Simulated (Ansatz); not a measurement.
# ZnS (Wurtzite-6H): a point defect seen from the nuclei (Cu on a Zn site)

How do the nuclei near a point defect see it? The defect is Cu on a Zn site in ZnS (Wurtzite-6H) (cell charge -1), first unrelaxed. The cell is a supercell built from a COD entry (the entry's cell lengths or inner coordinates differ somewhat from later room-temperature determinations). Planned: a single point, then a relaxation.

The COD entry's cell or inner coordinates are ideal or old and differ from later refinements, so a difference from it is no clean test against experiment.

Computed with Ansatz 0.2.0 (DFT, PBE, plane-wave PAW, default files, scalar-relativistic, unless a step's input says otherwise).

1 further run of the same task is left out (it didn't finish).

## 1. The structure to begin with

The structure is trigonal, space group P3m1 (No. 156). Conventional cell: a = 7.624 Å, b = 7.624 Å, c = 18.690 Å, α = 90.00°, β = 90.00°, γ = 120.00°. Zn (site symmetry m) has 4 S at 2.33 to 2.34 Å as nearest neighbours. Zn (site symmetry 3m) is surrounded by 4 S at 2.33 to 2.34 Å. Only part of the 24 independent sites is listed.

Coordinates:

```cif
data_structure
_symmetry_space_group_name_H-M 'P 1'
_symmetry_Int_Tables_number 1
_cell_length_a 7.6240
_cell_length_b 7.6240
_cell_length_c 18.6900
_cell_angle_alpha 90.000
_cell_angle_beta 90.000
_cell_angle_gamma 120.000
_cell_volume 940.82
loop_
_atom_site_label
_atom_site_type_symbol
_atom_site_fract_x
_atom_site_fract_y
_atom_site_fract_z
_atom_site_occupancy
Zn1 Zn 0.00000 0.00000 0.00000 1
Zn2 Zn 0.00000 0.50000 0.00000 1
Zn3 Zn 0.50000 0.00000 0.00000 1
Zn4 Zn 0.50000 0.50000 0.00000 1
Zn5 Zn 0.00000 0.00000 0.50000 1
Zn6 Zn 0.00000 0.50000 0.50000 1
Zn7 Zn 0.50000 0.00000 0.50000 1
Zn8 Zn 0.50000 0.50000 0.50000 1
Zn9 Zn 0.16667 0.33333 0.16667 1
Zn10 Zn 0.16667 0.83333 0.16667 1
Zn11 Zn 0.66667 0.33333 0.16667 1
Zn12 Zn 0.66667 0.83333 0.16667 1
Zn13 Zn 0.33333 0.16667 0.66667 1
Zn14 Zn 0.33333 0.66667 0.66667 1
Zn15 Zn 0.83333 0.16667 0.66667 1
Zn16 Zn 0.83333 0.66667 0.66667 1
Cu1 Cu 0.33333 0.16667 0.33333 1
Zn17 Zn 0.33333 0.66667 0.33333 1
Zn18 Zn 0.83333 0.16667 0.33333 1
Zn19 Zn 0.83333 0.66667 0.33333 1
Zn20 Zn 0.16667 0.33333 0.83333 1
Zn21 Zn 0.16667 0.83333 0.83333 1
Zn22 Zn 0.66667 0.33333 0.83333 1
Zn23 Zn 0.66667 0.83333 0.83333 1
S1 S 0.00000 0.00000 0.12500 1
S2 S 0.00000 0.50000 0.12500 1
S3 S 0.50000 0.00000 0.12500 1
S4 S 0.50000 0.50000 0.12500 1
S5 S 0.00000 0.00000 0.62500 1
S6 S 0.00000 0.50000 0.62500 1
S7 S 0.50000 0.00000 0.62500 1
S8 S 0.50000 0.50000 0.62500 1
S9 S 0.16667 0.33333 0.29167 1
S10 S 0.16667 0.83333 0.29167 1
S11 S 0.66667 0.33333 0.29167 1
S12 S 0.66667 0.83333 0.29167 1
S13 S 0.33333 0.16667 0.79167 1
S14 S 0.33333 0.66667 0.79167 1
S15 S 0.83333 0.16667 0.79167 1
S16 S 0.83333 0.66667 0.79167 1
S17 S 0.33333 0.16667 0.45833 1
S18 S 0.33333 0.66667 0.45833 1
S19 S 0.83333 0.16667 0.45833 1
S20 S 0.83333 0.66667 0.45833 1
S21 S 0.16667 0.33333 0.95833 1
S22 S 0.16667 0.83333 0.95833 1
S23 S 0.66667 0.33333 0.95833 1
S24 S 0.66667 0.83333 0.95833 1
```

Atom 17 of the input is the impurity.

## 2. Single point at the given positions

The input, input.yaml:

```yaml
crystal:
  lattice:
    - [7.624, 0.0, 0.0]
    - [-3.812, 6.6025776784, 0.0]
    - [0.0, 0.0, 18.68999]
  atoms:
    - { symbol: Zn, position: [0.0, 0.0, 0.0] }
    - { symbol: Zn, position: [0.0, 0.5, 0.0] }
    - { symbol: Zn, position: [0.5, 0.0, 0.0] }
    - { symbol: Zn, position: [0.5, 0.5, 0.0] }
    - { symbol: Zn, position: [0.0, 0.0, 0.5] }
    - { symbol: Zn, position: [0.0, 0.5, 0.5] }
    - { symbol: Zn, position: [0.5, 0.0, 0.5] }
    - { symbol: Zn, position: [0.5, 0.5, 0.5] }
    - { symbol: Zn, position: [0.1666666666, 0.3333333334, 0.16667] }
    - { symbol: Zn, position: [0.1666666666, 0.8333333334, 0.16667] }
    - { symbol: Zn, position: [0.6666666666, 0.3333333334, 0.16667] }
    - { symbol: Zn, position: [0.6666666666, 0.8333333334, 0.16667] }
    - { symbol: Zn, position: [0.3333333334, 0.1666666666, 0.66667] }
    - { symbol: Zn, position: [0.3333333334, 0.6666666666, 0.66667] }
    - { symbol: Zn, position: [0.8333333334, 0.1666666666, 0.66667] }
    - { symbol: Zn, position: [0.8333333334, 0.6666666666, 0.66667] }
    - { symbol: Cu, position: [0.3333333334, 0.1666666666, 0.33333] }
    - { symbol: Zn, position: [0.3333333334, 0.6666666666, 0.33333] }
    - { symbol: Zn, position: [0.8333333334, 0.1666666666, 0.33333] }
    - { symbol: Zn, position: [0.8333333334, 0.6666666666, 0.33333] }
    - { symbol: Zn, position: [0.1666666666, 0.3333333334, 0.83333] }
    - { symbol: Zn, position: [0.1666666666, 0.8333333334, 0.83333] }
    - { symbol: Zn, position: [0.6666666666, 0.3333333334, 0.83333] }
    - { symbol: Zn, position: [0.6666666666, 0.8333333334, 0.83333] }
    - { symbol: S, position: [0.0, 0.0, 0.125] }
    - { symbol: S, position: [0.0, 0.5, 0.125] }
    - { symbol: S, position: [0.5, 0.0, 0.125] }
    - { symbol: S, position: [0.5, 0.5, 0.125] }
    - { symbol: S, position: [0.0, 0.0, 0.625] }
    - { symbol: S, position: [0.0, 0.5, 0.625] }
    - { symbol: S, position: [0.5, 0.0, 0.625] }
    - { symbol: S, position: [0.5, 0.5, 0.625] }
    - { symbol: S, position: [0.1666666666, 0.3333333334, 0.29167] }
    - { symbol: S, position: [0.1666666666, 0.8333333334, 0.29167] }
    - { symbol: S, position: [0.6666666666, 0.3333333334, 0.29167] }
    - { symbol: S, position: [0.6666666666, 0.8333333334, 0.29167] }
    - { symbol: S, position: [0.3333333334, 0.1666666666, 0.79167] }
    - { symbol: S, position: [0.3333333334, 0.6666666666, 0.79167] }
    - { symbol: S, position: [0.8333333334, 0.1666666666, 0.79167] }
    - { symbol: S, position: [0.8333333334, 0.6666666666, 0.79167] }
    - { symbol: S, position: [0.3333333334, 0.1666666666, 0.45833] }
    - { symbol: S, position: [0.3333333334, 0.6666666666, 0.45833] }
    - { symbol: S, position: [0.8333333334, 0.1666666666, 0.45833] }
    - { symbol: S, position: [0.8333333334, 0.6666666666, 0.45833] }
    - { symbol: S, position: [0.1666666666, 0.3333333334, 0.95833] }
    - { symbol: S, position: [0.1666666666, 0.8333333334, 0.95833] }
    - { symbol: S, position: [0.6666666666, 0.3333333334, 0.95833] }
    - { symbol: S, position: [0.6666666666, 0.8333333334, 0.95833] }
total_charge: -1
kpoints:
  mp_grid: { grid: [3, 3, 1] }
scf:
  occupations: { method: fermi_dirac, width: 0.01 }
hamiltonian:
  xc: pbe
  pseudopotentials: { kind: paw }
output:
  forces: true
  stress: true
  populations: true
  efg:
    quadrupole_moments_barn: { Zn: 0.122, Cu: -0.22, S: -0.0694 }
    contact_densities: true
```

Command:

```console
$ ansatz run input.yaml --threads 1 --pin off --max-ram 3072MiB --backend cpu --events-out ev --progress --plain --runs-dir out
```

The program printed:

```text
Warning: RAYON_NUM_THREADS=1 ignored (pool sized by the plan → 1); use --threads N
Engine: ansatz 0.2.0, x86_64-unknown-linux-gnu
Pseudopotentials: kind: paw
Pseudopotential: Zn, paw, valence charge 12, recommended cutoff 420 eV (normal), Zn.paw.azcp
Pseudopotential: Cu, paw, valence charge 19, recommended cutoff 420 eV (normal), Cu.paw.azcp
Pseudopotential: S, paw, valence charge 6, recommended cutoff 420 eV (normal), S.paw.azcp
Functional definition: PBE
  parameter kappa = 0.804
  parameter beta = 0.06672455060314922
  exchange = pbe_x(kappa = kappa, mu = beta*pi^2/3)
  correlation = pbe_c(beta = beta)
Crystal: 48 atoms, lattice volume = 940.818 Å³
Basis set: ecut = 420 eV, 18453 PW (Γ), exchange–correlation on 108×108×250 points (8 copies of the dense FFT grid, shifted against one another)
Bands: 268, of which v1, the nominal top of the filled ones, is band 220 counted from 1 (219 counted from 0)
Symmetry: 6 space group operations
Space group: P3m1 (ITA 156), of the structure as read, at distance tolerance 9.8e-5 Å
k-points: 3 of 9 (time reversal used)
Non-local potential: Zn, projectors of the file, l = 0: 2, l = 1: 2, l = 2: 3, l = 3: 1
Non-local potential: Cu, projectors of the file, l = 0: 3, l = 1: 2, l = 2: 3, l = 3: 1
Non-local potential: S, projectors of the file, l = 0: 2, l = 1: 2, l = 2: 2
PAW form: soft (Blöchl's): semilocal exchange-correlation on the pseudo side does not see the compensation charge
PAW one-centre angular grid: Zn, 590 points (default); XC on 64 Gauss nodes
PAW one-centre angular grid: Cu, 590 points (default); XC on 64 Gauss nodes
PAW one-centre angular grid: S, 110 points (default); XC on 64 Gauss nodes
Initial density: superposition of atomic densities (neutral atoms scaled as one to the charged cell's electrons: chi_scale 0, normalization atom), corrected by the library's trained network
Initial wavefunctions: pseudopotential atomic-orbital guess
Functional: x = pbe(κ = 0.804, μ = 0.2195149727645171), c = pbe(β = 0.06672455060314922)
SCF iter   1: F=—  HF=-104643.410102 eV  |F-HF|=—  |Δ(HF+E_count)|=         —  Δρ=1.04e-2  dr2=7.60e-1  ethr=1.77e-3  ⟨swp⟩=7.3  Hψ=3514  notcnv=0  defer=29
preconditioner: auto → Resta (q_TF=auto, 2.404 Å⁻¹)  ε∞=6.9  [insulator: Δε(μ)=0.791 eV  Ē_g=10.372 eV  σ=0.010 eV  W_gap=1.00  n_scr=212 (ndim 8)  ℏωp=25.2 eV  f_vac=0.032  D(μ)=0.00/eV (n_scr^D=0)  ε∞_Penn≈6.9]
SCF iter   2: F=—  HF=-104643.203054 eV  |F-HF|=—  |Δ(HF+E_count)|=   2.07e-1  Δρ=1.85e-3  dr2=7.69e-2  ethr=1.73e-4  ⟨swp⟩=2.0  Hψ=1524  notcnv=0  defer=123
SCF iter   3: F=—  HF=-104643.161978 eV  |F-HF|=—  |Δ(HF+E_count)|=   4.11e-2  Δρ=1.97e-3  dr2=4.88e-2  ethr=1.75e-5  ⟨swp⟩=3.7  Hψ=1367  notcnv=0  defer=123
SCF iter   4: F=—  HF=-104643.158410 eV  |F-HF|=—  |Δ(HF+E_count)|=   3.57e-3  Δρ=2.28e-3  dr2=4.77e-2  ethr=1.11e-5  ⟨swp⟩=2.3  Hψ=1615  notcnv=0  defer=120
SCF iter   5: F=—  HF=-104643.149925 eV  |F-HF|=—  |Δ(HF+E_count)|=   8.49e-3  Δρ=5.39e-4  dr2=4.86e-3  ethr=1.08e-5  ⟨swp⟩=2.7  Hψ=1370  notcnv=0  defer=120
SCF iter   6: F=—  HF=-104643.150509 eV  |F-HF|=—  |Δ(HF+E_count)|=   5.84e-4  Δρ=1.66e-4  dr2=4.11e-4  ethr=1.11e-6  ⟨swp⟩=3.0  Hψ=1519  notcnv=0  defer=120
SCF iter   7: F=—  HF=-104643.150531 eV  |F-HF|=—  |Δ(HF+E_count)|=   2.22e-5  Δρ=6.72e-5  dr2=5.48e-5  ethr=9.34e-8  ⟨swp⟩=2.0  Hψ=1275  notcnv=0  defer=120
SCF iter   8: F=—  HF=-104643.149396 eV  |F-HF|=—  |Δ(HF+E_count)|=   1.13e-3  Δρ=3.73e-5  dr2=9.39e-6  ethr=1.25e-8  ⟨swp⟩=2.0  Hψ=1344  notcnv=0  defer=120
SCF iter   9: F=—  HF=-104643.149398 eV  |F-HF|=—  |Δ(HF+E_count)|=   1.95e-6  Δρ=2.87e-5  dr2=4.87e-6  ethr=2.13e-9  ⟨swp⟩=2.0  Hψ=1260  notcnv=0  defer=120
SCF iter  10: F=—  HF=-104643.149396 eV  |F-HF|=—  |Δ(HF+E_count)|=   1.98e-6  Δρ=3.22e-6  dr2=1.90e-7  ethr=1.11e-9  ⟨swp⟩=2.0  Hψ=1260  notcnv=0  defer=120
SCF iter  11: F=-104643.149397 eV  HF=-104643.149397 eV  |F-HF|=2.22e-8  |Δ(HF+E_count)|=   1.75e-7  Δρ=3.05e-6  dr2=7.40e-8  ethr=2.27e-11  ⟨swp⟩=14.0  Hψ=4309  notcnv=0
SCF 1 converged in 11 iterations: F = -104643.149397 eV  dr2 = 7.40e-8
SCF converged after 11 iterations
Free energy (F): -104643.149397 eV
Harris-Foulkes:  -104643.149397 eV  (|F-HF|=2.22e-8)
Internal energy: -104643.149397 eV  (E = F + TS)
E sigma→0 (E₀):  -104643.149397 eV
Fermi energy:    7.697181 eV
--- Per-component energies (eV) ---
[... 15 lines left out ...]
--- Forces (eV/Å), atoms counted from 1 ---
  atom   1  Zn    -0.00294813    -0.00170210     0.24400241
  atom   2  Zn    -0.00000000    -0.00000000     0.31277469
  atom   3  Zn     0.00294813    -0.00170210     0.24400241
  atom   4  Zn    -0.00000000     0.00340421     0.24400241
  atom   5  Zn     0.26067941     0.15050333    -0.34483316
  atom   6  Zn     0.00000000     0.00000000    -0.28722226
[... 42 lines left out ...]
  max |Σ_I F_I| component: 1.98e-5 eV/Å
--- Stress (GPa, compression-positive) ---
        1.882867       0.000000       0.000000
        0.000000       1.882867       0.000000
        0.000000       0.000000       1.801040
  P = ⅓ Tr σ = 1.8556 GPa (18.556 kbar)
--- PAW observables at the nuclei: V_zz in 10²¹ V/m², potentials from the cell's mean, atoms counted from 1 ---
  atom   1  Zn V_zz =    -0.931373   η = 0.0369   by run symmetry: allowed   C_q = -2.7475 MHz
            electrostatic potential = -3941.322927 V   contact ρ = 166604.303666 e/Å³
  atom   2  Zn V_zz =    -1.185744   η = 0.0000   by run symmetry: allowed   C_q = -3.4979 MHz
            electrostatic potential = -3941.360685 V   contact ρ = 166604.471974 e/Å³
  atom   3  Zn V_zz =    -0.931373   η = 0.0369   by run symmetry: allowed   C_q = -2.7475 MHz
            electrostatic potential = -3941.322927 V   contact ρ = 166604.303666 e/Å³
  atom   4  Zn V_zz =    -0.931373   η = 0.0369   by run symmetry: allowed   C_q = -2.7475 MHz
            electrostatic potential = -3941.322927 V   contact ρ = 166604.303666 e/Å³
  atom   5  Zn V_zz =    -1.219442   η = 0.8483   by run symmetry: allowed   C_q = -3.5973 MHz
            electrostatic potential = -3941.838511 V   contact ρ = 166604.614972 e/Å³
  atom   6  Zn V_zz =    +0.856723   η = 0.0000   by run symmetry: allowed   C_q = +2.5273 MHz
            electrostatic potential = -3941.671067 V   contact ρ = 166604.207753 e/Å³
  atom   7  Zn V_zz =    -1.219442   η = 0.8483   by run symmetry: allowed   C_q = -3.5973 MHz
            electrostatic potential = -3941.838511 V   contact ρ = 166604.614972 e/Å³
  atom   8  Zn V_zz =    -1.219442   η = 0.8483   by run symmetry: allowed   C_q = -3.5973 MHz
            electrostatic potential = -3941.838511 V   contact ρ = 166604.614971 e/Å³
  atom   9  Zn V_zz =    -1.418556   η = 0.2789   by run symmetry: allowed   C_q = -4.1847 MHz
            electrostatic potential = -3941.860955 V   contact ρ = 166604.397472 e/Å³
  atom  10  Zn V_zz =    -1.418556   η = 0.2789   by run symmetry: allowed   C_q = -4.1847 MHz
            electrostatic potential = -3941.860955 V   contact ρ = 166604.397471 e/Å³
  atom  11  Zn V_zz =    -1.418556   η = 0.2789   by run symmetry: allowed   C_q = -4.1847 MHz
            electrostatic potential = -3941.860955 V   contact ρ = 166604.397472 e/Å³
  atom  12  Zn V_zz =    -0.571347   η = 0.0000   by run symmetry: allowed   C_q = -1.6854 MHz
            electrostatic potential = -3941.687049 V   contact ρ = 166603.989195 e/Å³
  atom  13  Zn V_zz =    +0.522551   η = 0.0000   by run symmetry: allowed   C_q = +1.5415 MHz
            electrostatic potential = -3941.352814 V   contact ρ = 166604.040748 e/Å³
  atom  14  Zn V_zz =    +0.565471   η = 0.2216   by run symmetry: allowed   C_q = +1.6681 MHz
            electrostatic potential = -3941.338642 V   contact ρ = 166604.145680 e/Å³
  atom  15  Zn V_zz =    +0.565471   η = 0.2216   by run symmetry: allowed   C_q = +1.6681 MHz
            electrostatic potential = -3941.338642 V   contact ρ = 166604.145681 e/Å³
  atom  16  Zn V_zz =    +0.565471   η = 0.2216   by run symmetry: allowed   C_q = +1.6681 MHz
            electrostatic potential = -3941.338642 V   contact ρ = 166604.145680 e/Å³
  atom  17  Cu V_zz =    +0.985851   η = 0.0000   by run symmetry: allowed   C_q = -5.2443 MHz
            electrostatic potential = -3755.659061 V   contact ρ = 147547.227591 e/Å³
  atom  18  Zn V_zz =    +1.456946   η = 0.3649   by run symmetry: allowed   C_q = +4.2979 MHz
            electrostatic potential = -3942.215562 V   contact ρ = 166604.571702 e/Å³
  atom  19  Zn V_zz =    +1.456946   η = 0.3649   by run symmetry: allowed   C_q = +4.2979 MHz
            electrostatic potential = -3942.215562 V   contact ρ = 166604.571700 e/Å³
  atom  20  Zn V_zz =    +1.456946   η = 0.3649   by run symmetry: allowed   C_q = +4.2979 MHz
            electrostatic potential = -3942.215562 V   contact ρ = 166604.571702 e/Å³
  atom  21  Zn V_zz =    -0.179570   η = 0.0462   by run symmetry: allowed   C_q = -0.5297 MHz
            electrostatic potential = -3941.178989 V   contact ρ = 166604.298882 e/Å³
  atom  22  Zn V_zz =    -0.179570   η = 0.0462   by run symmetry: allowed   C_q = -0.5297 MHz
            electrostatic potential = -3941.178989 V   contact ρ = 166604.298882 e/Å³
  atom  23  Zn V_zz =    -0.179570   η = 0.0462   by run symmetry: allowed   C_q = -0.5297 MHz
            electrostatic potential = -3941.178989 V   contact ρ = 166604.298882 e/Å³
  atom  24  Zn V_zz =    -0.174565   η = 0.0000   by run symmetry: allowed   C_q = -0.5150 MHz
            electrostatic potential = -3941.173258 V   contact ρ = 166604.277147 e/Å³
  atom  25  S  V_zz =    +0.983565   η = 0.3725   by run symmetry: allowed   C_q = -1.6505 MHz
            electrostatic potential = -1633.130407 V   contact ρ = 19765.024171 e/Å³
  atom  26  S  V_zz =    +0.976069   η = 0.0000   by run symmetry: allowed   C_q = -1.6379 MHz
            electrostatic potential = -1633.236621 V   contact ρ = 19765.221822 e/Å³
  atom  27  S  V_zz =    +0.983565   η = 0.3725   by run symmetry: allowed   C_q = -1.6505 MHz
            electrostatic potential = -1633.130407 V   contact ρ = 19765.024171 e/Å³
  atom  28  S  V_zz =    +0.983565   η = 0.3725   by run symmetry: allowed   C_q = -1.6505 MHz
            electrostatic potential = -1633.130407 V   contact ρ = 19765.024171 e/Å³
  atom  29  S  V_zz =    -0.962650   η = 0.1770   by run symmetry: allowed   C_q = +1.6154 MHz
            electrostatic potential = -1632.941939 V   contact ρ = 19765.083786 e/Å³
  atom  30  S  V_zz =    -0.511343   η = 0.0000   by run symmetry: allowed   C_q = +0.8581 MHz
            electrostatic potential = -1632.875316 V   contact ρ = 19764.980707 e/Å³
  atom  31  S  V_zz =    -0.962650   η = 0.1770   by run symmetry: allowed   C_q = +1.6154 MHz
            electrostatic potential = -1632.941939 V   contact ρ = 19765.083786 e/Å³
  atom  32  S  V_zz =    -0.962650   η = 0.1770   by run symmetry: allowed   C_q = +1.6154 MHz
            electrostatic potential = -1632.941939 V   contact ρ = 19765.083786 e/Å³
  atom  33  S  V_zz =    -4.109582   η = 0.4440   by run symmetry: allowed   C_q = +6.8962 MHz
            electrostatic potential = -1633.897157 V   contact ρ = 19765.061745 e/Å³
  atom  34  S  V_zz =    -4.109582   η = 0.4440   by run symmetry: allowed   C_q = +6.8962 MHz
            electrostatic potential = -1633.897157 V   contact ρ = 19765.061746 e/Å³
  atom  35  S  V_zz =    -4.109582   η = 0.4440   by run symmetry: allowed   C_q = +6.8962 MHz
            electrostatic potential = -1633.897157 V   contact ρ = 19765.061745 e/Å³
  atom  36  S  V_zz =    +1.594200   η = 0.0000   by run symmetry: allowed   C_q = -2.6752 MHz
            electrostatic potential = -1633.495631 V   contact ρ = 19764.982083 e/Å³
  atom  37  S  V_zz =    -0.474825   η = 0.0000   by run symmetry: allowed   C_q = +0.7968 MHz
            electrostatic potential = -1632.679408 V   contact ρ = 19764.976012 e/Å³
  atom  38  S  V_zz =    -0.482631   η = 0.0290   by run symmetry: allowed   C_q = +0.8099 MHz
            electrostatic potential = -1632.676920 V   contact ρ = 19764.982087 e/Å³
  atom  39  S  V_zz =    -0.482631   η = 0.0290   by run symmetry: allowed   C_q = +0.8099 MHz
            electrostatic potential = -1632.676920 V   contact ρ = 19764.982087 e/Å³
  atom  40  S  V_zz =    -0.482631   η = 0.0290   by run symmetry: allowed   C_q = +0.8099 MHz
            electrostatic potential = -1632.676920 V   contact ρ = 19764.982087 e/Å³
  atom  41  S  V_zz =    -3.313557   η = 0.0000   by run symmetry: allowed   C_q = +5.5604 MHz
            electrostatic potential = -1633.630336 V   contact ρ = 19765.198786 e/Å³
  atom  42  S  V_zz =    +0.597723   η = 0.3611   by run symmetry: allowed   C_q = -1.0030 MHz
            electrostatic potential = -1633.299398 V   contact ρ = 19764.974201 e/Å³
  atom  43  S  V_zz =    +0.597723   η = 0.3611   by run symmetry: allowed   C_q = -1.0030 MHz
            electrostatic potential = -1633.299398 V   contact ρ = 19764.974201 e/Å³
  atom  44  S  V_zz =    +0.597723   η = 0.3611   by run symmetry: allowed   C_q = -1.0030 MHz
            electrostatic potential = -1633.299398 V   contact ρ = 19764.974201 e/Å³
  atom  45  S  V_zz =    +0.148237   η = 0.8034   by run symmetry: allowed   C_q = -0.2488 MHz
            electrostatic potential = -1632.756872 V   contact ρ = 19764.960295 e/Å³
  atom  46  S  V_zz =    +0.148237   η = 0.8034   by run symmetry: allowed   C_q = -0.2488 MHz
            electrostatic potential = -1632.756872 V   contact ρ = 19764.960295 e/Å³
  atom  47  S  V_zz =    +0.148237   η = 0.8034   by run symmetry: allowed   C_q = -0.2488 MHz
            electrostatic potential = -1632.756872 V   contact ρ = 19764.960295 e/Å³
  atom  48  S  V_zz =    +0.144968   η = 0.0000   by run symmetry: allowed   C_q = -0.2433 MHz
            electrostatic potential = -1632.747646 V   contact ρ = 19764.955019 e/Å³
--- Band table (eV) ---
[... 3 lines left out ...]
--- Löwdin populations: 48 sites ---
  site symbol       q [e]
[... 48 lines left out ...]
  spilling = 0.011029 (of n_electrons = 440.000000)
```

It took 86 s on 1 thread of INTEL XEON PLATINUM 8581C at 2.30GHz (Emerald Rapids), shared host; peak memory 1.9 GiB.

At the end: gap on the mesh 0.55 eV, largest force 0.569 eV/Å, pressure 1.9 GPa.

The printed gradients, by site: 11 of 24, those nearest the defect, the farthest of each element and the two largest gradients.

```csv
site,atoms,distance from the defect (Å),V_zz (10²¹ V/m²),η,C_Q (MHz)
Cu,17,0.00,0.99,0.00,-5.24 (⁶³Cu)
S33,"33, 34, 35",2.33,-4.11,0.44,6.90 (³³S)
S41,41,2.34,-3.31,0.00,5.56 (³³S)
Zn18,"18, 19, 20",3.81,1.46,0.36,4.30 (⁶⁷Zn)
Zn9,"9, 10, 11",3.81,-1.42,0.28,-4.18 (⁶⁷Zn)
Zn5,"5, 7, 8",3.81,-1.22,0.85,-3.60 (⁶⁷Zn)
S36,36,4.47,1.59,0.00,-2.68 (³³S)
S42,"42, 43, 44",4.47,0.60,0.36,-1.00 (³³S)
S25,"25, 27, 28",4.47,0.98,0.37,-1.65 (³³S)
S38,"38, 39, 40",9.38,-0.48,0.03,0.810 (³³S)
Zn24,24,10.33,-0.17,0.00,-0.515 (⁶⁷Zn)
```

Conventions: |V_zz| ≥ |V_yy| ≥ |V_xx|, η = (V_xx − V_yy)/V_zz, C_Q = eQV_zz/h. Q values from Pyykkö, Mol. Phys. 116, 1328 (2018).

Direction of the V_zz axis (Cartesian unit vector):

```csv
site,atom,x,y,z
Zn1,1,-0.02,-0.01,1.00
Zn2,2,0.00,0.00,1.00
Zn5,5,0.86,0.50,-0.08
Zn6,6,0.00,0.00,1.00
Zn9,9,-0.04,0.02,1.00
Zn12,12,0.00,0.00,1.00
Zn13,13,0.00,0.00,1.00
Zn14,14,0.03,0.02,1.00
Cu,17,0.00,0.00,1.00
Zn18,18,-0.32,-0.18,0.93
```

[end of part 1 of 2]
